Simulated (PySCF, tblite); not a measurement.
# C₄H₇FO₂: a rotation path, then NMR shifts on frames

How do NMR shifts of C₄H₇FO₂ (`COC(=O)CCF`) change as the atoms move?

Computed with tblite 0.8.0 and PySCF 2.14.0, with density-fitted response routines of our own, on a single molecule in the gas phase. Atoms count from 0, in the outputs and in this text.

## (1) Starting geometry

14 atoms, charge 0, multiplicity 1; geometry from: GFN2-xTB.

Bonds of the start (Å): C0–O1 1.42, O1–C2 1.34, C2–O3 1.20, C2–C4 1.51, C4–C5 1.52, C5–F6 1.37, C0–H7 1.09, C0–H8 1.09, C0–H9 1.09, C4–H10 1.09, C4–H11 1.09, C5–H12 1.09, C5–H13 1.09.

## (2) A band between two rotamers with GFN2-xTB

Job settings and geometry (Å):

```
{"job": {"kind": "neb", "xc": "GFN2-xTB", "basis": "xTB", "atoms": [1, 2, 4, 5], "turn": 120}, "charge": 0, "multiplicity": 1}
C      2.572052     0.177506     0.289280
O      1.229884     0.215032     0.761402
C      0.280080    -0.014656    -0.149151
O      0.503517    -0.241682    -1.307871
C     -1.094143     0.048410     0.478522
C     -2.178292    -0.214070    -0.557539
F     -3.414845    -0.142638     0.033958
H      2.722086     0.932956    -0.484385
H      3.202899     0.380454     1.150232
H      2.797058    -0.805204    -0.129529
H     -1.148885    -0.689479     1.281892
H     -1.231340     1.033327     0.929794
H     -2.083711    -1.214703    -0.988700
H     -2.157039     0.534276    -1.354962
```

Level: GFN2-xTB climbing-image nudged elastic band, gas phase.

Run with:

```sh
$ OMP_NUM_THREADS=1 python probes_run.py task.json out
```

One launch serves the whole session: the jobs run in the order shown.

What it wrote:

```text
image   E - E0 / eV
  0      -0.0000
  1       0.0033
  2       0.0103
  3       0.0188
  4       0.0269
  5       0.0334
  6       0.0368
  7       0.0376
  8       0.0366
```

Run time: 1.4 s. Hardware: 1 thread of Intel Xeon Platinum 8488C, shared host; peak memory 0.18 GiB.

The final band, with the dihedral O1–C2–C4–C5:

```csv
image,dihedral (°),energy (eV),energy (kcal/mol)
0,-180,0.000,0.0
1,-166,0.003,0.1
2,-151,0.010,0.2
3,-135,0.019,0.4
4,-120,0.027,0.6
5,-105,0.033,0.8
6,-90,0.037,0.8
7,-75,0.038,0.9
8,-60,0.037,0.8
```

## (3) NMR shieldings: image 0, PBE0/pcSseg-1

Job settings and geometry (Å):

```
{"job": {"kind": "nmr", "xc": "PBE0", "basis": "pcSseg-1", "pop": false}, "charge": 0, "multiplicity": 1}
C      2.572100     0.177500     0.289300
O      1.229900     0.215000     0.761400
C      0.280100    -0.014700    -0.149200
O      0.503500    -0.241700    -1.307900
C     -1.094100     0.048400     0.478500
C     -2.178300    -0.214100    -0.557500
F     -3.414800    -0.142600     0.034000
H      2.722100     0.933000    -0.484400
H      3.202900     0.380500     1.150200
H      2.797100    -0.805200    -0.129500
H     -1.148900    -0.689500     1.281900
H     -1.231300     1.033300     0.929800
H     -2.083700    -1.214700    -0.988700
H     -2.157000     0.534300    -1.355000
```

With the program's defaults for keys left out, this is: GIAO PBE0/pcSseg-1 NMR shielding, non-relativistic, gas phase.

What it wrote:

```text
coarse grid: 11944 points
cycle   1  E = -406.2280586438  dE =  9.951e-01  |g| = 9.444e-01  |ddm| = 3.172e+00
cycle   2  E = -405.9059006987  dE =  3.222e-01  |g| = 1.645e+00  |ddm| = 1.715e+00
cycle   3  E = -406.3740653638  dE = -4.682e-01  |g| = 2.602e-01  |ddm| = 1.229e+00
cycle   4  E = -406.3854844069  dE = -1.142e-02  |g| = 8.930e-02  |ddm| = 2.142e-01
cycle   5  E = -406.3867429782  dE = -1.259e-03  |g| = 2.059e-02  |ddm| = 5.361e-02
cycle   6  E = -406.3868330627  dE = -9.008e-05  |g| = 4.779e-03  |ddm| = 1.677e-02
cycle   7  E = -406.3868374977  dE = -4.435e-06  |g| = 1.094e-03  |ddm| = 3.407e-03
final grid: 116456 points
cycle   8  E = -406.4549682567  dE = -2.420e-05  |g| = 1.351e-02  |ddm| = 2.352e-02
cycle   9  E = -406.4549255936  dE =  4.266e-05  |g| = 2.065e-02  |ddm| = 2.015e-02
cycle  10  E = -406.4550009940  dE = -7.540e-05  |g| = 2.213e-03  |ddm| = 1.255e-02
cycle  11  E = -406.4550018674  dE = -8.734e-07  |g| = 4.818e-04  |ddm| = 1.478e-03
cycle  12  E = -406.4550019038  dE = -3.643e-08  |g| = 1.676e-04  |ddm| = 3.954e-04
cycle  13  E = -406.4550019093  dE = -5.499e-09  |g| = 2.467e-05  |ddm| = 1.264e-04
cycle  14  E = -406.4550019094  dE = -1.171e-10  |g| = 7.078e-06  |ddm| = 2.389e-05
converged SCF energy = -406.4550019094

GIAO shielding tensors (ppm)
atom      isotropic    diamagn.    paramagn.     s11        s22        s33       span
  0 C      133.158     243.851    -110.693    103.110    118.092    178.273     75.162
  1 O      145.125     401.171    -256.046    -44.084    227.908    251.550    295.634
  2 C        9.477     253.612    -244.135    -88.029     43.598     72.861    160.890
  3 O     -104.424     403.791    -508.215   -405.989   -224.811    317.528    723.518
  4 C      149.132     250.116    -100.984    124.583    142.958    179.855     55.271
  5 C      104.289     243.299    -139.010     65.060     80.346    167.461    102.401
  6 F      431.708     467.274     -35.566    397.028    435.943    462.154     65.126
  7 H       27.785      28.831      -1.045     24.029     25.716     33.611      9.582
  8 H       27.952      27.952       0.000     24.241     26.383     33.231      8.990
  9 H       27.788      28.845      -1.057     24.030     25.722     33.612      9.581
 10 H       28.862      30.319      -1.457     25.235     29.328     32.023      6.789
 11 H       28.871      30.316      -1.445     25.248     29.339     32.026      6.778
 12 H       26.751      28.917      -2.166     22.377     27.958     29.917      7.540
 13 H       26.744      28.918      -2.174     22.353     27.946     29.932      7.580
```

Run time: 16 s. Hardware: 1 thread of Intel Xeon Platinum 8488C, shared host; peak memory 0.82 GiB.

Shifts follow as δ = σ(reference) − σ, with reference shieldings (ppm) from runs at the same level and on the same kind of geometry: ¹H TMS 31.72, ¹³C TMS 186.9, ¹⁹F CFCl3 170.9, ¹⁷O H2O 336.1. The references are single molecules in the gas phase, so shifts against H2O, NH3, PH3, H3PO4 or CFCl3 are not on the usual liquid scales and can be off by tens of ppm. Each atom is listed at this fixed geometry, with no averaging over motion; a spectrum would average atoms that exchange fast.

```csv
atoms,environment,σ (ppm),δ (ppm)
C2,ester carbonyl carbon,9.5,177.4
C5,sp3 CH2 bonded to F,104.3,82.6
C0,methyl carbon bonded to O,133.2,53.8
C4,sp3 CH2 α to a carbonyl,149.1,37.8
H13,hydrogen on an sp3 CH2 bonded to F,26.74,4.97
H12,hydrogen on an sp3 CH2 bonded to F,26.75,4.97
H7,hydrogen on a methyl carbon bonded to O,27.79,3.93
H9,hydrogen on a methyl carbon bonded to O,27.79,3.93
H8,hydrogen on a methyl carbon bonded to O,27.95,3.76
H10,hydrogen on an sp3 CH2 α to a carbonyl,28.86,2.86
H11,hydrogen on an sp3 CH2 α to a carbonyl,28.87,2.85
O3,ester carbonyl oxygen,-104.4,440.5
O1,ester alkoxy oxygen,145.1,191.0
F6,fluorine on an sp3 carbon,431.7,-260.8
```

## (4) Shielding tensors: image 3, PBE0/pcSseg-1

Job settings and geometry (Å):

```
{"job": {"kind": "nmr", "xc": "PBE0", "basis": "pcSseg-1", "pop": false}, "charge": 0, "multiplicity": 1}
C      2.533400    -0.019000     0.283600
O      1.181400     0.008200     0.725900
C      0.256600     0.316800    -0.185400
O      0.497000     0.552800    -1.338700
C     -1.123500     0.305100     0.434900
C     -2.098000    -0.417100    -0.488200
F     -3.346900    -0.441900     0.078100
H      2.835100     0.971200    -0.062800
H      3.127800    -0.321100     1.142400
H      2.648600    -0.733000    -0.534500
H     -1.076000    -0.189700     1.404700
H     -1.455200     1.335600     0.584000
H     -1.795300    -1.458300    -0.638000
H     -2.185800     0.090100    -1.453000
```

With the program's defaults for keys left out, this is: GIAO PBE0/pcSseg-1 NMR shielding, non-relativistic, gas phase.

What it wrote:

```text
coarse grid: 11944 points
cycle   1  E = -406.2264852084  dE =  9.972e-01  |g| = 9.450e-01  |ddm| = 3.155e+00
cycle   2  E = -405.8997721646  dE =  3.267e-01  |g| = 1.653e+00  |ddm| = 1.669e+00
cycle   3  E = -406.3725934120  dE = -4.728e-01  |g| = 2.630e-01  |ddm| = 1.191e+00
cycle   4  E = -406.3842884731  dE = -1.170e-02  |g| = 9.034e-02  |ddm| = 2.129e-01
cycle   5  E = -406.3855763682  dE = -1.288e-03  |g| = 2.102e-02  |ddm| = 5.455e-02
cycle   6  E = -406.3856705417  dE = -9.417e-05  |g| = 4.792e-03  |ddm| = 1.730e-02
cycle   7  E = -406.3856750169  dE = -4.475e-06  |g| = 1.102e-03  |ddm| = 3.480e-03
final grid: 116456 points
cycle   8  E = -406.4537744768  dE = -2.431e-05  |g| = 1.329e-02  |ddm| = 2.117e-02
cycle   9  E = -406.4537325331  dE =  4.194e-05  |g| = 2.038e-02  |ddm| = 1.911e-02
cycle  10  E = -406.4538062031  dE = -7.367e-05  |g| = 2.218e-03  |ddm| = 1.209e-02
cycle  11  E = -406.4538070775  dE = -8.744e-07  |g| = 4.772e-04  |ddm| = 1.457e-03
cycle  12  E = -406.4538071135  dE = -3.600e-08  |g| = 1.634e-04  |ddm| = 3.866e-04
cycle  13  E = -406.4538071188  dE = -5.272e-09  |g| = 2.511e-05  |ddm| = 1.208e-04
cycle  14  E = -406.4538071189  dE = -1.266e-10  |g| = 6.652e-06  |ddm| = 2.482e-05
converged SCF energy = -406.4538071189

GIAO shielding tensors (ppm)
atom      isotropic    diamagn.    paramagn.     s11        s22        s33       span
  0 C      133.035     244.081    -111.046    103.082    117.373    178.650     75.568
  1 O      136.365     401.080    -264.715    -44.279    216.011    237.362    281.642
  2 C       10.625     253.820    -243.195    -87.051     46.324     72.600    159.651
  3 O     -100.129     404.026    -504.155   -391.701   -235.496    326.809    718.510
  4 C      147.300     249.502    -102.202    123.854    142.722    175.324     51.470
  5 C      103.333     243.665    -140.331     64.735     80.365    164.899    100.164
  6 F      422.996     467.366     -44.370    391.663    415.597    461.728     70.065
  7 H       27.852      28.521      -0.669     24.085     25.728     33.744      9.659
  8 H       27.951      28.103      -0.152     24.264     26.392     33.196      8.932
  9 H       27.746      29.179      -1.433     24.035     25.844     33.360      9.325
 10 H       28.889      31.106      -2.216     24.897     29.705     32.067      7.170
 11 H       28.786      29.296      -0.511     26.246     27.841     32.270      6.024
 12 H       26.986      29.319      -2.333     22.927     28.322     29.709      6.782
 13 H       26.603      28.831      -2.227     22.070     27.586     30.155      8.084
```

It took 17 s on 1 thread of Intel Xeon Platinum 8488C, shared host; peak memory 0.72 GiB.

Key values: δ C2 176.3, C5 83.6, C0 53.9, C4 39.6, H13 5.11, H12 4.73 ppm.

## (5) NMR shieldings: image 7, PBE0/pcSseg-1

Job settings and geometry (Å):

```
{"job": {"kind": "nmr", "xc": "PBE0", "basis": "pcSseg-1", "pop": false}, "charge": 0, "multiplicity": 1}
C      2.372300    -0.251300     0.149800
O      0.988400    -0.239800     0.483700
C      0.236200     0.688300    -0.116700
O      0.655000     1.474700    -0.920800
C     -1.205400     0.587900     0.338400
C     -1.855800    -0.626900    -0.320800
F     -3.165600    -0.737800     0.070700
H      2.836300     0.692100     0.444800
H      2.814300    -1.078900     0.699400
H      2.504600    -0.390000    -0.925000
H     -1.235600     0.467200     1.422100
H     -1.734300     1.497700     0.053300
H     -1.352700    -1.549600    -0.014300
H     -1.858400    -0.534000    -1.411700
```

Level: GIAO PBE0/pcSseg-1 NMR shielding, non-relativistic, gas phase.

What it wrote:

```text
coarse grid: 11944 points
cycle   1  E = -406.2228614579  dE =  9.918e-01  |g| = 9.487e-01  |ddm| = 3.147e+00
cycle   2  E = -405.8804070464  dE =  3.425e-01  |g| = 1.680e+00  |ddm| = 1.625e+00
cycle   3  E = -406.3701566027  dE = -4.897e-01  |g| = 2.691e-01  |ddm| = 1.162e+00
cycle   4  E = -406.3824624413  dE = -1.231e-02  |g| = 9.052e-02  |ddm| = 2.134e-01
cycle   5  E = -406.3837512113  dE = -1.289e-03  |g| = 2.117e-02  |ddm| = 5.368e-02
cycle   6  E = -406.3838465611  dE = -9.535e-05  |g| = 4.813e-03  |ddm| = 1.714e-02
cycle   7  E = -406.3838510218  dE = -4.461e-06  |g| = 1.144e-03  |ddm| = 3.559e-03
final grid: 116456 points
cycle   8  E = -406.4525259716  dE = -2.462e-05  |g| = 1.360e-02  |ddm| = 2.200e-02
cycle   9  E = -406.4524788650  dE =  4.711e-05  |g| = 2.125e-02  |ddm| = 1.911e-02
cycle  10  E = -406.4525589059  dE = -8.004e-05  |g| = 2.514e-03  |ddm| = 1.222e-02
cycle  11  E = -406.4525600216  dE = -1.116e-06  |g| = 4.763e-04  |ddm| = 1.572e-03
cycle  12  E = -406.4525600578  dE = -3.622e-08  |g| = 1.617e-04  |ddm| = 3.888e-04
cycle  13  E = -406.4525600631  dE = -5.311e-09  |g| = 2.439e-05  |ddm| = 1.197e-04
cycle  14  E = -406.4525600633  dE = -1.232e-10  |g| = 6.719e-06  |ddm| = 2.383e-05
converged SCF energy = -406.4525600633

GIAO shielding tensors (ppm)
atom      isotropic    diamagn.    paramagn.     s11        s22        s33       span
  0 C      132.693     243.740    -111.047    102.435    116.990    178.653     76.218
  1 O      144.599     402.486    -257.887    -41.785    230.935    244.649    286.434
  2 C       11.507     253.382    -241.875    -88.990     50.820     72.691    161.681
  3 O     -120.783     402.839    -523.621   -410.283   -244.725    292.660    702.944
  4 C      144.381     248.707    -104.326    123.077    135.801    174.266     51.188
  5 C      102.478     243.808    -141.330     65.909     81.822    159.704     93.795
  6 F      414.467     467.417     -52.949    383.454    398.242    461.706     78.253
  7 H       27.855      28.380      -0.524     24.049     25.629     33.888      9.839
  8 H       27.964      28.445      -0.481     24.248     26.455     33.188      8.940
  9 H       27.798      29.272      -1.474     24.098     25.777     33.521      9.423
 10 H       28.749      30.098      -1.349     26.096     28.462     31.689      5.592
 11 H       28.970      29.431      -0.461     25.721     28.305     32.884      7.163
 12 H       26.733      29.784      -3.050     22.098     27.631     30.471      8.372
 13 H       26.863      29.038      -2.175     22.732     28.161     29.695      6.963
```

Wall time 17 s (1 thread of Intel Xeon Platinum 8488C, shared host); peak memory 0.74 GiB.

This run: δ C2 175.4, C5 84.4, C0 54.2, C4 42.5, H12 4.98, H13 4.85 ppm.

## (6) Nuclear shieldings: image 8, PBE0/pcSseg-1

Job settings and geometry (Å):

```
{"job": {"kind": "nmr", "xc": "PBE0", "basis": "pcSseg-1", "pop": false}, "charge": 0, "multiplicity": 1}
C      2.341800    -0.283700     0.103000
O      0.949200    -0.288700     0.395300
C      0.243700     0.743800    -0.078000
O      0.720900     1.642200    -0.714500
C     -1.219100     0.619400     0.292500
C     -1.813700    -0.666900    -0.273900
F     -3.137600    -0.758100     0.073600
H      2.812500     0.607500     0.521800
H      2.751000    -1.182100     0.557200
H      2.501800    -0.290200    -0.976700
H     -1.309300     0.601400     1.380500
H     -1.754800     1.485500    -0.097200
H     -1.313900    -1.549200     0.137100
H     -1.773200    -0.681500    -1.367900
```

With the program's defaults for keys left out, this is: GIAO PBE0/pcSseg-1 NMR shielding, non-relativistic, gas phase.

What it wrote:

```text
coarse grid: 11944 points
cycle   1  E = -406.2228335678  dE =  9.965e-01  |g| = 9.484e-01  |ddm| = 3.150e+00
cycle   2  E = -405.8787132257  dE =  3.441e-01  |g| = 1.682e+00  |ddm| = 1.648e+00
cycle   3  E = -406.3701021457  dE = -4.914e-01  |g| = 2.690e-01  |ddm| = 1.179e+00
cycle   4  E = -406.3824080239  dE = -1.231e-02  |g| = 9.015e-02  |ddm| = 2.142e-01
cycle   5  E = -406.3836844467  dE = -1.276e-03  |g| = 2.118e-02  |ddm| = 5.396e-02
cycle   6  E = -406.3837793135  dE = -9.487e-05  |g| = 4.835e-03  |ddm| = 1.722e-02
cycle   7  E = -406.3837837640  dE = -4.450e-06  |g| = 1.177e-03  |ddm| = 3.606e-03
final grid: 116456 points
cycle   8  E = -406.4528505821  dE = -2.341e-05  |g| = 1.377e-02  |ddm| = 2.137e-02
cycle   9  E = -406.4528033693  dE =  4.721e-05  |g| = 2.139e-02  |ddm| = 1.965e-02
cycle  10  E = -406.4528843042  dE = -8.093e-05  |g| = 2.481e-03  |ddm| = 1.245e-02
cycle  11  E = -406.4528853944  dE = -1.090e-06  |g| = 4.692e-04  |ddm| = 1.556e-03
cycle  12  E = -406.4528854293  dE = -3.482e-08  |g| = 1.633e-04  |ddm| = 3.867e-04
cycle  13  E = -406.4528854347  dE = -5.434e-09  |g| = 2.331e-05  |ddm| = 1.226e-04
cycle  14  E = -406.4528854348  dE = -1.072e-10  |g| = 6.922e-06  |ddm| = 2.319e-05
converged SCF energy = -406.4528854348

GIAO shielding tensors (ppm)
atom      isotropic    diamagn.    paramagn.     s11        s22        s33       span
  0 C      132.827     243.670    -110.843    102.373    117.626    178.483     76.110
  1 O      146.184     402.770    -256.586    -41.615    234.636    245.531    287.145
  2 C       11.818     253.002    -241.184    -88.936     51.151     73.240    162.175
  3 O     -122.951     402.552    -525.504   -411.516   -243.789    286.450    697.966
  4 C      145.052     248.601    -103.550    120.945    139.684    174.526     53.582
  5 C      102.962     244.179    -141.217     65.891     81.485    161.510     95.619
  6 F      417.126     467.602     -50.476    385.608    403.784    461.986     76.377
  7 H       27.789      28.435      -0.647     24.047     25.551     33.769      9.722
  8 H       27.979      28.519      -0.541     24.217     26.495     33.225      9.008
  9 H       27.875      29.205      -1.330     24.100     25.774     33.749      9.649
 10 H       28.731      29.720      -0.988     26.450     27.961     31.783      5.333
 11 H       28.971      29.483      -0.511     25.351     28.646     32.918      7.567
 12 H       26.671      29.909      -3.238     21.891     27.408     30.715      8.824
 13 H       26.920      29.251      -2.331     22.863     28.194     29.704      6.841
```

Wall time 17 s (1 thread of Intel Xeon Platinum 8488C, shared host); peak memory 0.74 GiB.

In short: δ C2 175.1, C5 84.0, C0 54.1, C4 41.9, H12 5.05, H13 4.80 ppm.

## (7) Side by side: NMR shifts

Shifts (ppm) of some atoms, chosen among heavy atoms and hydrogens apart, with basis size and wall time:

```csv
frame,C2,C4,H13,H12,O3,O1,F6,functions,time
image 0,177.4,37.8,4.97,4.97,440.5,191.0,-260.8,154,16 s
image 3,176.3,39.6,5.11,4.73,436.2,199.7,-252.0,154,17 s
image 7,175.4,42.5,4.85,4.98,456.9,191.5,-243.5,154,17 s
image 8,175.1,41.9,4.80,5.05,459.0,189.9,-246.2,154,17 s
```

## (8) Results

```
                                         quantity                                         value
                                          barrier            0.038 eV (0.9 kcal/mol) at image 7
                            end to end (GFN2-xTB)                                      0.037 eV
  ¹³C shifts against TMS (PBE0/pcSseg-1, image 0)                   177.4, 82.6, 53.8, 37.8 ppm
   ¹H shifts against TMS (PBE0/pcSseg-1, image 0)  4.97, 4.97, 3.93, 3.93, 3.76, 2.86, 2.85 ppm
  ¹⁷O shifts against H2O (PBE0/pcSseg-1, image 0)                              440.5, 191.0 ppm
¹⁹F shifts against CFCl3 (PBE0/pcSseg-1, image 0)                                    -260.8 ppm
                         range of the shift of O3                            436.2 to 459.0 ppm
```

What this shows: Along the band the dihedral turns by 120°, and the top (dihedral -75°) lies 0.9 kcal/mol above the start (GFN2-xTB, rough), so at room temperature this motion is fast. Ends this close can change order at a higher level. The top was not checked by a frequency run. Shifts at one fixed geometry are not the observed spectrum, which averages over the motion. In the first frame run (image 0): The largest span, 724 ppm, is at O3, where the paramagnetic term is -508 ppm. In ppm, O3 moves most: its shift spreads over 22.8 ppm, from 436.2 (image 3) to 459.0 (image 8).
